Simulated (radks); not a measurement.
# The series with 49 electrons, In to Tm²⁰⁺

What does a rising nuclear charge do to the levels of a fixed set of electrons? The series is run ion by ion, each ion in its NIST ground configuration.

Program: radks (a radial shooting solver on a logarithmic mesh, Libxc functionals) version 1. Level of theory: scalar-relativistic Kohn-Sham, PBEsol, spin-polarised, spherical densities, finite nucleus; open shells are filled with parallel spins first. These are calculated values, not measurements, unless marked.

## 1. The system

```
electrons     : 49
ions          : In, Sn⁺, Sb²⁺, Te³⁺, I⁴⁺, Xe⁵⁺, Cs⁶⁺, Ba⁷⁺, La⁸⁺, Ce⁹⁺, Pr¹⁰⁺, Nd¹¹⁺, Pm¹²⁺, Sm¹³⁺, Eu¹⁴⁺, Gd¹⁵⁺, Tb¹⁶⁺, Dy¹⁷⁺, Ho¹⁸⁺, Er¹⁹⁺, Tm²⁰⁺
configuration : NIST ground configuration of each
```

## 2. In, [Kr] 4d10 5s2 5p1

Input:

```text
Z 49
configuration [Kr] 4d10 5s2 5p1
relativity scalar-relativistic
functional pbe_sol,pbe_sol
spin polarised
nucleus finite rms 4.6156 fm
c 137.035999084
```

## 3. Sn⁺, [Kr] 4d10 5s2 5p1

Input:

```text
Z 50
configuration [Kr] 4d10 5s2 5p1 6s0 4f0
relativity scalar-relativistic
functional pbe_sol,pbe_sol
spin polarised
nucleus finite rms 4.6519 fm
c 137.035999084
```

## 4. Sb²⁺, [Kr] 4d10 5s2 5p1

Input:

```text
Z 51
configuration [Kr] 4d10 5s2 5p1 6s0 4f0
relativity scalar-relativistic
functional pbe_sol,pbe_sol
spin polarised
nucleus finite rms 4.6802 fm
c 137.035999084
```

## 5. Te³⁺, [Kr] 4d10 5s2 5p1

Input:

```text
Z 52
configuration [Kr] 4d10 5s2 5p1 6s0 4f0
relativity scalar-relativistic
functional pbe_sol,pbe_sol
spin polarised
nucleus finite rms 4.7423 fm
c 137.035999084
```

## 6. I⁴⁺, [Kr] 4d10 5s2 5p1

Input:

```text
Z 53
configuration [Kr] 4d10 5s2 5p1 6s0 4f0
relativity scalar-relativistic
functional pbe_sol,pbe_sol
spin polarised
nucleus finite rms 4.75 fm
c 137.035999084
```

## 7. Xe⁵⁺, [Kr] 4d10 5s2 5p1

Input:

```text
Z 54
configuration [Kr] 4d10 5s2 5p1 6s0 4f0
relativity scalar-relativistic
functional pbe_sol,pbe_sol
spin polarised
nucleus finite rms 4.7859 fm
c 137.035999084
```

## 8. Cs⁶⁺, [Kr] 4d10 5s2 5p1

Input:

```text
Z 55
configuration [Kr] 4d10 5s2 5p1 6s0 4f0
relativity scalar-relativistic
functional pbe_sol,pbe_sol
spin polarised
nucleus finite rms 4.8041 fm
c 137.035999084
```

## 9. Ba⁷⁺, [Kr] 4d10 5s2 5p1

Input:

```text
Z 56
configuration [Kr] 4d10 5s2 5p1 6s0 4f0
relativity scalar-relativistic
functional pbe_sol,pbe_sol
spin polarised
nucleus finite rms 4.8378 fm
c 137.035999084
```

## 10. La⁸⁺, [Kr] 4d10 5s2 5p1

Input:

```text
Z 57
configuration [Kr] 4d10 5s2 5p1 6s0 4f0
relativity scalar-relativistic
functional pbe_sol,pbe_sol
spin polarised
nucleus finite rms 4.855 fm
c 137.035999084
```

## 11. Ce⁹⁺, [Kr] 4d10 5s2 5p1

Input:

```text
Z 58
configuration [Kr] 4d10 5s2 5p1 6s0 4f0
relativity scalar-relativistic
functional pbe_sol,pbe_sol
spin polarised
nucleus finite rms 4.8771 fm
c 137.035999084
```

## 12. Pr¹⁰⁺, [Kr] 4d10 5s2 5p1

Input:

```text
Z 59
configuration [Kr] 4d10 5s2 5p1 6s0 4f0
relativity scalar-relativistic
functional pbe_sol,pbe_sol
spin polarised
nucleus finite rms 4.8919 fm
c 137.035999084
```

## 13. Nd¹¹⁺, [Kr] 4d10 4f1 5s2

Input:

```text
Z 60
configuration [Kr] 4d10 4f1 5s2 5p0 6s0
relativity scalar-relativistic
functional pbe_sol,pbe_sol
spin polarised
nucleus finite rms 4.9123 fm
c 137.035999084
```

## 14. Pm¹²⁺, [Kr] 4d10 4f1 5s2

Input:

```text
Z 61
configuration [Kr] 4d10 4f1 5s2 5p0 6s0
relativity scalar-relativistic
functional pbe_sol,pbe_sol
spin polarised
nucleus finite rms 4.962 fm
c 137.035999084
```

## 15. Sm¹³⁺, [Kr] 4d10 4f1 5s2

Input:

```text
Z 62
configuration [Kr] 4d10 4f1 5s2 5p0 6s0
relativity scalar-relativistic
functional pbe_sol,pbe_sol
spin polarised
nucleus finite rms 5.0819 fm
c 137.035999084
```

## 16. Eu¹⁴⁺, [Kr] 4d10 4f2 5s1

Input:

```text
Z 63
configuration [Kr] 4d10 4f2 5s1 5p0 6s0
relativity scalar-relativistic
functional pbe_sol,pbe_sol
spin polarised
nucleus finite rms 5.1115 fm
c 137.035999084
```

## 17. Gd¹⁵⁺, [Kr] 4d10 4f3

Input:

```text
Z 64
configuration [Kr] 4d10 4f3 5s0 5p0
relativity scalar-relativistic
functional pbe_sol,pbe_sol
spin polarised
nucleus finite rms 5.1569 fm
c 137.035999084
```

## 18. Tb¹⁶⁺, [Kr] 4d10 4f3

Input:

```text
Z 65
configuration [Kr] 4d10 4f3 5s0 5p0
relativity scalar-relativistic
functional pbe_sol,pbe_sol
spin polarised
nucleus finite rms 5.06 fm
c 137.035999084
```

## 19. Dy¹⁷⁺, [Kr] 4d10 4f3

Input:

```text
Z 66
configuration [Kr] 4d10 4f3 5s0 5p0
relativity scalar-relativistic
functional pbe_sol,pbe_sol
spin polarised
nucleus finite rms 5.2218 fm
c 137.035999084
```

## 20. Ho¹⁸⁺, [Kr] 4d10 4f3

Input:

```text
Z 67
configuration [Kr] 4d10 4f3 5s0 5p0
relativity scalar-relativistic
functional pbe_sol,pbe_sol
spin polarised
nucleus finite rms 5.2022 fm
c 137.035999084
```

## 21. Er¹⁹⁺, [Kr] 4d10 4f3

Input:

```text
Z 68
configuration [Kr] 4d10 4f3 5s0 5p0
relativity scalar-relativistic
functional pbe_sol,pbe_sol
spin polarised
nucleus finite rms 5.2516 fm
c 137.035999084
```

## 22. Tm²⁰⁺, [Kr] 4d10 4f3

Input:

```text
Z 69
configuration [Kr] 4d10 4f3 5s0 5p0
relativity scalar-relativistic
functional pbe_sol,pbe_sol
spin polarised
nucleus finite rms 5.2256 fm
c 137.035999084
```

Before running it: what results should come out? Wanted: for each run, ion; E; ε(4d down); ε(5s up, empty in some); ε(5s down, empty in some); ε(5p up, empty in some); ε(5p down, empty); <r>(4d down).

As calculated:

| ion | E (hartree) | ε(4d down) (eV) | ε(5s up, empty in some) (eV) | ε(5s down, empty in some) (eV) | ε(5p up, empty in some) (eV) | ε(5p down, empty) (eV) | <r>(4d down) (bohr) |
| --- | --- | --- | --- | --- | --- | --- | --- |
| In | -5878.82398 | -18.499 | -8.491 | -7.891 | -2.794 | -2.088 | 1.181 |
| Sn⁺ | -6174.04640 | -33.696 | -18.226 | -17.436 | -10.662 | -9.779 | 1.095 |
| Sb²⁺ | -6477.56050 | -51.739 | -29.919 | -28.989 | -20.576 | -19.557 | 1.024 |
| Te³⁺ | -6789.37806 | -72.205 | -43.265 | -42.216 | -32.172 | -31.037 | 0.9633 |
| I⁴⁺ | -7109.53262 | -94.896 | -58.129 | -56.973 | -45.290 | -44.049 | 0.9112 |
| Xe⁵⁺ | -7438.05083 | -119.69 | -74.433 | -73.177 | -59.834 | -58.496 | 0.8656 |
| Cs⁶⁺ | -7774.9753 | -146.52 | -92.126 | -90.776 | -75.746 | -74.315 | 0.8250 |
| Ba⁷⁺ | -8120.3446 | -175.31 | -111.17 | -109.73 | -92.982 | -91.462 | 0.7887 |
| La⁸⁺ | -8474.2084 | -206.04 | -131.55 | -130.03 | -111.51 | -109.91 | 0.7558 |
| Ce⁹⁺ | -8836.6125 | -238.66 | -153.24 | -151.64 | -131.31 | -129.62 | 0.7259 |
| Pr¹⁰⁺ | -9207.6103 | -273.15 | -176.24 | -174.55 | -152.36 | -150.60 | 0.6986 |
| Nd¹¹⁺ | -9587.6603 | -300.48 | -196.11 | -195.42 | -170.58 | -169.98 | 0.6800 |
| Pm¹²⁺ | -9976.3035 | -338.06 | -221.38 | -220.70 | -193.80 | -193.22 | 0.6564 |
| Sm¹³⁺ | -10373.7163 | -377.49 | -247.94 | -247.28 | -218.26 | -217.68 | 0.6345 |
| Eu¹⁴⁺ | -10780.1139 | -408.94 | -273.22 | -269.39 | -241.70 | -238.00 | 0.6183 |
| Gd¹⁵⁺ | -11195.7234 | -441.94 | -297.32 | -294.90 | -263.92 | -261.72 | 0.6042 |
| Tb¹⁶⁺ | -11620.5206 | -485.76 | -327.27 | -324.87 | -291.56 | -289.37 | 0.5860 |
| Dy¹⁷⁺ | -12054.3196 | -531.41 | -358.53 | -356.13 | -320.43 | -318.25 | 0.5689 |
| Ho¹⁸⁺ | -12497.3354 | -578.90 | -391.09 | -388.69 | -350.51 | -348.33 | 0.5528 |
| Er¹⁹⁺ | -12949.5524 | -628.20 | -424.96 | -422.55 | -381.80 | -379.62 | 0.5376 |
| Tm²⁰⁺ | -13411.1067 | -679.32 | -460.13 | -457.72 | -414.31 | -412.11 | 0.5232 |

Between In and Tm²⁰⁺, 4d down binds 36.7 times more strongly and its mean radius falls by a factor 2.26. The order of these tabulated levels, which need not hold every outer shell, does not change along the series.
